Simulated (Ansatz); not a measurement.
# SiGe5: the cost of one run

Method: DFT PBE, scalar-relativistic, plane waves, PAW, in Ansatz 0.2.0.

## Step 1: The system as given

It takes space group P6/mmm (No. 191, hexagonal). Conventional cell: a = 4.616 Å, b = 4.616 Å, c = 6.267 Å, α = 90.00°, β = 90.00°, γ = 120.00°. Si (site symmetry 6/mmm) is surrounded by 14 Ge at 3.13 to 3.25 Å. Ge (site symmetry 3m) has 7 Ge at 2.56 to 2.96 Å and 3 Si at 3.25 Å in its first shell of neighbours. Ge (site symmetry 6/mmm) is surrounded by 12 Ge at 2.96 Å and 2 Si at 3.13 Å.

As a file:

```cif
data_structure
_symmetry_space_group_name_H-M 'P 1'
_symmetry_Int_Tables_number 1
_cell_length_a 4.6164
_cell_length_b 4.6164
_cell_length_c 6.2665
_cell_angle_alpha 90.000
_cell_angle_beta 90.000
_cell_angle_gamma 120.000
_cell_volume 115.66
loop_
_atom_site_label
_atom_site_type_symbol
_atom_site_fract_x
_atom_site_fract_y
_atom_site_fract_z
_atom_site_occupancy
Si1 Si 0.00000 0.00000 0.50000 1
Ge1 Ge 0.66667 0.33333 0.79599 1
Ge2 Ge 0.00000 0.00000 0.00000 1
Ge3 Ge 0.66667 0.33333 0.20401 1
Ge4 Ge 0.33333 0.66667 0.20401 1
Ge5 Ge 0.33333 0.66667 0.79599 1
```

Recipe of the guess: species swapped into a database cell of BaSn5 (P6/mmm, No. 191), with Si on the Ba sites and Ge on the Sn sites. Its size is a rough estimate.

## Step 2: Probe: one point on a coarse mesh

The input, input.yaml:

```yaml
crystal:
  lattice:
    - [4.61640539, 0.0, 0.0]
    - [-2.30820269, 3.99792434, 0.0]
    - [0.0, 0.0, 6.26654306]
  atoms:
    - { symbol: Si, position: [0.0, 0.0, 0.5] }
    - { symbol: Ge, position: [0.66666667, 0.33333333, 0.79599494] }
    - { symbol: Ge, position: [0.0, 0.0, 0.0] }
    - { symbol: Ge, position: [0.66666667, 0.33333333, 0.20400506] }
    - { symbol: Ge, position: [0.33333333, 0.66666667, 0.20400506] }
    - { symbol: Ge, position: [0.33333333, 0.66666667, 0.79599494] }
basis:
  ecutwfc: 420
kpoints:
  mp_grid: { grid: [6, 6, 4] }
hamiltonian:
  xc: pbe
scf:
  occupations: { method: gaussian, width: 0.1 }
  lower_state_search: "off"
output:
  forces: true
  stress: true
  eigenvalues: true
```

The run is started by

```
ansatz run input.yaml --threads 1 --pin off --max-ram 2560MiB --backend cpu --events-out ev --progress --plain --runs-dir out
```

Q: Estimate wall time and peak memory on 1 thread of Arm Neoverse V1, shared host.

About 7.5 s, with a peak of 0.39 GiB.
